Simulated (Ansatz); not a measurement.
**GePH2+ (singlet): wave-function methods side by side, cc-pVDZ**

One table from this session's results is given with a row withheld; the runs are named, their logs left out.

The runs use Ansatz 0.2.0, Gaussian basis; cc-pVDZ, core rule «outside noble gas», up to 19 orbitals frozen.

The runs, in order: UHF; CCSD(T) on RHF; CCSD(T) on UHF; BCCD(T) on RHF; CISD; CCSDT(Q) on RHF; CCSDT(Q) on UHF; CCSDTQ on RHF; CASSCF and MRCISD+Q, 10 electrons in 10 orbitals; CASSCF and NEVPT4(SD), 10 electrons in 10 orbitals; CASSCF and NEVPT2, 10 electrons in 10 orbitals.

5 further runs of the same task are left out: 5 set aside as unsound or not needed.

## What is computed

The geometry is a PBE0/def2-TZVP stationary point (not a proven minimum) of the parent state, kept for this charge and spin. No spin-orbit coupling is included. The filled d shell of Ge may be among the frozen orbitals whatever the setting's name suggests; the logs give the count.

4 atoms, charge 1, spin multiplicity 1.

Atoms are counted from 1 here; the program's logs count them from 0.

Bond lengths: Ge1–P2 2.195 Å, P2–H3 1.408 Å, P2–H4 1.408 Å. Angles: Ge1–P2–H3 128.2°, Ge1–P2–H4 128.2°, H3–P2–H4 103.7°.

Set-up of the first run:

Contents of in.yaml:

```yaml
crystal:
  periodic: [false, false, false]
  atoms:
    - {symbol: Ge, position_ang: [0.000000, 0.000000, 0.701976]}
    - {symbol: P, position_ang: [0.000000, 0.000000, -1.492532]}
    - {symbol: H, position_ang: [0.000000, 1.107306, -2.362335]}
    - {symbol: H, position_ang: [0.000000, -1.107306, -2.362335]}
basis:
  gaussian: {orbitals: cc-pVDZ}
total_charge: 1
magnetization: {spin_polarized: true, initial_magnetization: 0}
hamiltonian: {xc: hf}
output: {orbitals: {seedname: orbitals}}
```

Started as:

```sh
$ ansatz run in.yaml --threads 1 --pin off --events-out ev --progress --plain --max-ram 4096MiB --backend cpu
```

Steps of the session up to this table: UHF; CCSD(T) on RHF; CCSD(T) on UHF; BCCD(T) on RHF; CISD; CCSDT(Q) on RHF; CCSDT(Q) on UHF; CCSDTQ on RHF; CASSCF and MRCISD+Q, 10 electrons in 10 orbitals; CASSCF and NEVPT4(SD), 10 electrons in 10 orbitals; CASSCF and NEVPT2, 10 electrons in 10 orbitals.

One table of the session follows, with a row left open; its other results are not shown here.

| method | from RCCSDTQ (kJ/mol) |
| --- | --- |
| RHF | ? |
| UHF | +595.4 |
| RMP2 | +122.0 |
| CISD | +77.9 |
| RCCSD | +28.2 |
| RCCSD(T) | +5.4 |
| BCCD(T) | +5.3 |
| RCCSDT | +1.8 |
| RCCSDT(Q) | 0.0 |
| RCCSDTQ | 0 |
| CASSCF valence | +347.2 |
| NEVPT2 valence | +86.2 |
| NEVPT4(SD) valence | +10.9 |
| MRCISD valence | +24.9 |
| MRCISD+Q valence | +2.5 |

Q: Estimate the row for RHF from the others.

**Answer.** from RCCSDTQ (kJ/mol): +596.7. In the column «from RCCSDTQ (kJ/mol)» it is the highest.

Some runs used a GPU and others CPU threads alone; cost is compared among the CPU runs only.

Among the levels timed on like hardware, those that no quicker one beats, quickest first: RCCSD(T) (1.2 s, +5.4 kJ/mol); BCCD(T) (1.2 s, +5.3 kJ/mol); RCCSDT(Q) (3.9 s, 0.0 kJ/mol).

To keep in mind: Of the multireference levels listed MRCISD+Q valence comes nearest in total energy (+2.5 kJ/mol), which doesn't show that its space is the better one.
